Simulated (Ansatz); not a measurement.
Crystal: HfB.

```
Hf B
1.0
     0.00000    2.31000    2.31000
     2.31000    0.00000    2.31000
     2.31000    2.31000    0.00000
Hf B
1 1
Direct
  0.50000 0.50000 0.50000
  0.00000 0.00000 0.00000
```

Base run:

```yaml
Program: Ansatz 0.2.0
Functional: PBEsol
Potentials_or_basis: all-electron LAPW, scalar-relativistic
Cutoff: 282 eV
Density_cutoff: 1128 eV
Basis_error_allowed: 0.001 eV/atom
k_mesh: 8 × 8 × 8
Occupations: fermi-dirac, width 0.05 eV
Spin: no spin polarisation
```

Its results: pressure 23.6 GPa.

Q: The run is repeated on the same cell with these changes: potentials or basis from all-electron LAPW, scalar-relativistic to all-electron LAPW, relativistic spinors; spin from no spin polarisation to spin-orbit coupling, no magnetisation. What comes out?

A: Pressure 22.6 GPa.

Caveats: the k mesh is thin for a metal, which can move the energy by tens of meV per atom.

Not every run made on this cell is shown here.
